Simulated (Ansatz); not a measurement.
# KIr6: the cost of one run

Program: Ansatz 0.2.0. Level of theory: DFT PBE, scalar-relativistic, plane waves, PAW. These are calculated values, not measurements.

1 further run of the same task is left out (it didn't finish).

## 1. The system as given

The structure is orthorhombic, space group Cmmm (No. 65). The conventional cell has a = 5.958 Å, b = 9.146 Å, c = 7.573 Å, α = 90.00°, β = 90.00°, γ = 90.00°. K (site symmetry mmm) is surrounded by 12 Ir at 3.31 to 3.59 Å. Ir (site symmetry mm2) is surrounded by 5 Ir at 2.87 to 2.90 Å. Ir (site symmetry 2) has 5 Ir at 2.87 to 2.98 Å as nearest neighbours.

Structure file:

```cif
data_structure
_symmetry_space_group_name_H-M 'Cmmm'
_symmetry_Int_Tables_number 65
_cell_length_a 5.9581
_cell_length_b 9.1461
_cell_length_c 7.5728
_cell_angle_alpha 90.000
_cell_angle_beta 90.000
_cell_angle_gamma 90.000
_cell_volume 412.66
loop_
_atom_site_label
_atom_site_type_symbol
_atom_site_symmetry_multiplicity
_atom_site_Wyckoff_symbol
_atom_site_fract_x
_atom_site_fract_y
_atom_site_fract_z
_atom_site_occupancy
K1 K 2 a 0.00000 0.00000 0.00000 1
Ir1 Ir 4 l 0.50000 0.00000 0.19134 1
Ir2 Ir 8 m 0.25000 0.25000 0.69134 1
```

The cell is invented: 5-connected net of one element, guests in its cages (Cmmm, No. 65). Lengths come from tabulated atomic sizes and are only a guess.

## 2. The guess as it stands, on a coarse mesh

input.yaml reads:

```yaml
crystal:
  lattice:
    - [2.97903701, -4.57304966, 0.0]
    - [2.97903701, 4.57304966, 0.0]
    - [0.0, 0.0, 7.57278176]
  atoms:
    - { symbol: K, position: [0.0, 0.0, 0.0] }
    - { symbol: Ir, position: [0.5, 0.5, 0.19133929] }
    - { symbol: Ir, position: [0.5, 0.5, 0.80866071] }
    - { symbol: Ir, position: [0.0, 0.5, 0.69133914] }
    - { symbol: Ir, position: [0.5, 0.0, 0.30866086] }
    - { symbol: Ir, position: [0.5, 0.0, 0.69133914] }
    - { symbol: Ir, position: [0.0, 0.5, 0.30866086] }
basis:
  ecutwfc: 420
kpoints:
  mp_grid: { grid: [4, 4, 2] }
hamiltonian:
  xc: pbe
scf:
  occupations: { method: gaussian, width: 0.1 }
  lower_state_search: "off"
output:
  forces: true
  stress: true
  eigenvalues: true
```

Run with:

```sh
$ ansatz run input.yaml --threads 1 --pin off --max-ram 2560MiB --backend cpu --events-out ev --progress --plain --runs-dir out
```

**Question.** How long does this run take on 1 thread of INTEL XEON PLATINUM 8581C at 2.30GHz (Emerald Rapids), shared host, and how much memory does it need?

About 5.2 s, with a peak of 0.54 GiB.
